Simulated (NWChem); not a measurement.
**CH6ClNSi (SMILES C[SiH](N)Cl) at 3 levels**

We compute a comparison of 3 runs (HF/STO-3G, HF/3-21G, B3LYP/6-31G*) of CH6ClNSi. 

The results are computed with NWChem 7.3.0.

### 1 The system as given

CH6ClNSi: 10 atoms, total charge 0, spin state singlet. As SMILES, `C[SiH](N)Cl`. The shape is that of a PBE0-D4/def2-TZVP optimisation. This is one conformer, not always the lowest.

Bond lengths: C1–Si2 1.853 Å, Si2–N3 1.706 Å, Si2–Cl4 2.081 Å, C1–H5 1.092 Å, C1–H6 1.092 Å, C1–H7 1.093 Å, Si2–H8 1.480 Å, N3–H9 1.008 Å, N3–H10 1.008 Å. Some angles: C1–Si2–N3 110.0°, C1–Si2–Cl4 106.9°, N3–Si2–Cl4 113.8°, C1–Si2–H8 113.9°, N3–Si2–H8 107.4°, Cl4–Si2–H8 105.0°, Si2–C1–H5 110.6°, Si2–C1–H6 110.4°, Si2–C1–H7 110.6°, Si2–N3–H9 120.0°.

### 2 Energy and gradient at HF/STO-3G (run 1)

The input, struct.nw:

```
start struct
memory stack 880 mb heap 220 mb global 1100 mb

geometry units atomic noautosym nocenter noautoz
  C  -1.74667386  1.81470400 -0.81182634
  Si -0.10506877 -1.20488938 -0.13870590
  N   2.26918313 -0.71658415  1.98572421
  Cl  1.12419807 -2.63144363 -3.59199142
  H  -3.25032893  1.52973330 -2.19510587
  H  -2.56908267  2.58835787  0.91651717
  H  -0.42877886  3.20176297 -1.59001556
  H  -1.76972852 -3.19269229  0.91198183
  H   3.49126902  0.72300922  1.73401269
  H   3.14204763 -2.20852292  2.78507836
end

basis "ao basis" spherical bse
  * library STO-3G
end

scf
  thresh 1e-08
  maxiter 80
end

task scf gradient
```

Run with:

```console
$ nwchem struct.nw > struct.out
```

Output:

```text
[...]
  functions       =    34
[...]
  wavefunction    = RHF
[...]
         Total SCF energy =   -834.919376288451
      One-electron energy =  -1599.056301165820
      Two-electron energy =    541.990928098597
 Nuclear repulsion energy =    222.145996778772
        Time for solution =      1.3s
[...]
                         RHF ENERGY GRADIENTS
    atom               coordinates                        gradient
                 x          y          z           x          y          z
   1 C      -1.746674   1.814704  -0.811826    0.002078  -0.006266   0.003828
   2 Si     -0.105069  -1.204889  -0.138706    0.022619   0.018471  -0.024966
   3 N       2.269183  -0.716584   1.985724    0.011897  -0.000862   0.004545
   4 Cl      1.124198  -2.631444  -3.591991   -0.005620   0.003565   0.008419
   5 H      -3.250329   1.529733  -2.195106   -0.005217  -0.002468  -0.006652
   6 H      -2.569083   2.588358   0.916517   -0.003086   0.002671   0.008182
   7 H      -0.428779   3.201763  -1.590016    0.006981   0.005182  -0.004296
   8 H      -1.769729  -3.192692   0.911982   -0.016923  -0.021618   0.012215
   9 H       3.491269   0.723009   1.734013   -0.007099  -0.005488   0.001600
  10 H       3.142048  -2.208523   2.785078   -0.005630   0.006813  -0.002877
[...]
```

Run time: 2.4 s. Hardware: 1 thread of AMD EPYC 9R45 (Zen 5), shared host; peak memory 0.098 GiB.

### 3 Energy and forces at HF/3-21G (run 2)

The input, mymol.nw:

```
START mymol
TITLE "CH6ClNSi hf"
memory stack 880 mb heap 220 mb global 1100 mb

GEOMETRY units angstroms noautosym nocenter noautoz
  C     -0.924300     0.960300    -0.429600
  Si    -0.055600    -0.637600    -0.073400
  N      1.200800    -0.379200     1.050800
  Cl     0.594900    -1.392500    -1.900800
  H     -1.720000     0.809500    -1.161600
  H     -1.359500     1.369700     0.485000
  H     -0.226900     1.694300    -0.841400
  H     -0.936500    -1.689500     0.482600
  H      1.847500     0.382600     0.917600
  H      1.662700    -1.168700     1.473800
END

BASIS spherical bse
  * library 3-21G
END

SCF
  thresh 1e-08
  maxiter 80
  print low
END

TASK scf gradient
```

Run with:

```console
$ nwchem mymol.nw > mymol.out
```

Output:

```text
[...]
  functions       =    56
[...]
  wavefunction    = RHF
[...]
         Total SCF energy =   -840.072505067642
      One-electron energy =  -1602.570000215843
      Two-electron energy =    540.351482334925
 Nuclear repulsion energy =    222.146012813276
        Time for solution =      1.6s
[...]
                         RHF ENERGY GRADIENTS
    atom               coordinates                        gradient
                 x          y          z           x          y          z
   1 C      -1.746674   1.814704  -0.811826    0.009351  -0.015161   0.006061
   2 Si     -0.105069  -1.204889  -0.138706    0.024912   0.000607  -0.033627
   3 N       2.269183  -0.716584   1.985724   -0.027010   0.003449  -0.001376
   4 Cl      1.124198  -2.631443  -3.591991   -0.013832   0.015527   0.037386
   5 H      -3.250329   1.529733  -2.195106   -0.002929  -0.002627  -0.003607
   6 H      -2.569082   2.588358   0.916517   -0.002172   0.001779   0.004772
   7 H      -0.428779   3.201763  -1.590015    0.004421   0.001992  -0.001959
   8 H      -1.769728  -3.192692   0.911982   -0.000219  -0.001193   0.001545
   9 H       3.491269   0.723009   1.734013    0.004106  -0.000588  -0.005177
  10 H       3.142047  -2.208523   2.785078    0.003372  -0.003785  -0.004019
[...]
```

Wall time 2.8 s (1 thread of AMD EPYC 9R45 (Zen 5), shared host); peak memory 0.1 GiB.

### 4 Energy and forces at B3LYP/6-31G(d) (Cartesian functions) (run 3)

The input, sp.nw:

```
start sp
title "CH6ClNSi"
memory 2200 mb

geometry noautosym nocenter noautoz
  C       -0.924300       0.960300      -0.429600
  Si      -0.055600      -0.637600      -0.073400
  N        1.200800      -0.379200       1.050800
  Cl       0.594900      -1.392500      -1.900800
  H       -1.720000       0.809500      -1.161600
  H       -1.359500       1.369700       0.485000
  H       -0.226900       1.694300      -0.841400
  H       -0.936500      -1.689500       0.482600
  H        1.847500       0.382600       0.917600
  H        1.662700      -1.168700       1.473800
end

basis
  * library 6-31G*
end

dft
  xc b3lyp
  grid xfine
  convergence energy 1e-08
  iterations 100
  mulliken
end

task dft gradient
```

Run with:

```console
$ nwchem sp.nw > sp.out
```

Output:

```text
[...]
          Wavefunction type:  closed shell.
          No. of atoms     :    10
          No. of electrons :    50
[...]
          Charge           :     0
          Spin multiplicity:     1
[...]
          AO basis - number of functions:    80
[...]
              XC Information
              --------------
                         B3LYP Method XC Potential
                     Hartree-Fock (Exact) Exchange  0.200
                        Slater Exchange Functional  0.800 local
                    Becke 1988 Exchange Functional  0.720 non-local
              Lee-Yang-Parr Correlation Functional  0.810
                  VWN I RPA Correlation Functional  0.190 local
[...]
 d= 0,ls=0.0,diis     1   -846.1962753197 -1.07D+03  1.20D-02  6.48D-01     2.3
[...]
 d= 0,ls=0.0,diis     8   -846.2505428768 -1.84D-09  2.92D-06  5.50D-08    15.7
         Total DFT energy =     -846.250542876786
      One electron energy =    -1608.586301294329
           Coulomb energy =      604.063514307380
    Exchange-Corr. energy =      -63.873768703113
 Nuclear repulsion energy =      222.146012813276
[...]
      Total Density - Mulliken Population Analysis
     ---------------------------------------------
    Atom       Charge   Shell Charges
 -----------   ------   -------------------------------------------------------
    1 C    6     6.66   1.99  0.67  2.15  0.67  1.16  0.02
    2 Si  14    13.34   2.00  1.99  5.96  1.02  1.74  0.12  0.29  0.23
    3 N    7     7.83   1.99  0.77  2.56  0.82  1.67  0.02
    4 Cl  17    17.30   2.00  1.99  5.97  1.45  3.65  0.56  1.71 -0.03
    5 H    1     0.82   0.52  0.30
    6 H    1     0.82   0.52  0.30
    7 H    1     0.82   0.52  0.31
    8 H    1     1.07   0.52  0.55
    9 H    1     0.67   0.50  0.17
   10 H    1     0.66   0.50  0.16
[...]
  wavefunction    = closed shell
                         DFT ENERGY GRADIENTS
    atom               coordinates                        gradient
                 x          y          z           x          y          z
   1 C      -1.746674   1.814704  -0.811826    0.001525  -0.002552   0.000653
   2 Si     -0.105069  -1.204889  -0.138706    0.005741   0.003542  -0.003363
   3 N       2.269183  -0.716584   1.985724   -0.000870  -0.001398  -0.005017
   4 Cl      1.124198  -2.631443  -3.591991   -0.002933   0.004032   0.009219
   5 H      -3.250329   1.529733  -2.195106    0.001759  -0.000612   0.001317
   6 H      -2.569082   2.588358   0.916517    0.001011  -0.001220  -0.001337
   7 H      -0.428779   3.201763  -1.590015   -0.000617  -0.002087   0.000745
   8 H      -1.769728  -3.192692   0.911982    0.000163   0.000212  -0.000435
   9 H       3.491269   0.723009   1.734013   -0.003320  -0.003773   0.000483
  10 H       3.142047  -2.208523   2.785078   -0.002458   0.003856  -0.002266
[...]
```

Wall time 23 s (1 thread of AMD EPYC 9R45 (Zen 5), shared host); peak memory 0.15 GiB.

### 5 Overview of the runs

| run | level | Cartesian functions | iteration cap | energy (Eh) | dipole moment (D) | HOMO energy (eV) | LUMO energy (eV) | wall time |
| --- | --- | --- | --- | --- | --- | --- | --- | --- |
| 1 | HF/STO-3G | no | 80 | -834.919376 | 2.65 | -9.02 | 9.93 | 2.4 s |
| 2 | HF/3-21G | no | 80 | -840.072505 | – | – | – | 2.8 s |
| 3 | B3LYP/6-31G* (Cartesian functions) | yes | 100 | -846.250543 | 2.34 | -7.34 | 1.21 | 23 s |

### 6 Summary of results

```
                       quantity          value
            run 3: total energy  -846.25054 Eh
           run 3: dipole moment         2.34 D
             run 3: HOMO energy       -7.34 eV
             run 3: LUMO energy        1.21 eV
           run 3: HOMO–LUMO gap        8.55 eV
run 3: largest force on an atom     0.539 eV/Å
```

In words: In run 1 the basis is minimal, so the values are rough. All runs together took 28 s, the longest 23 s.
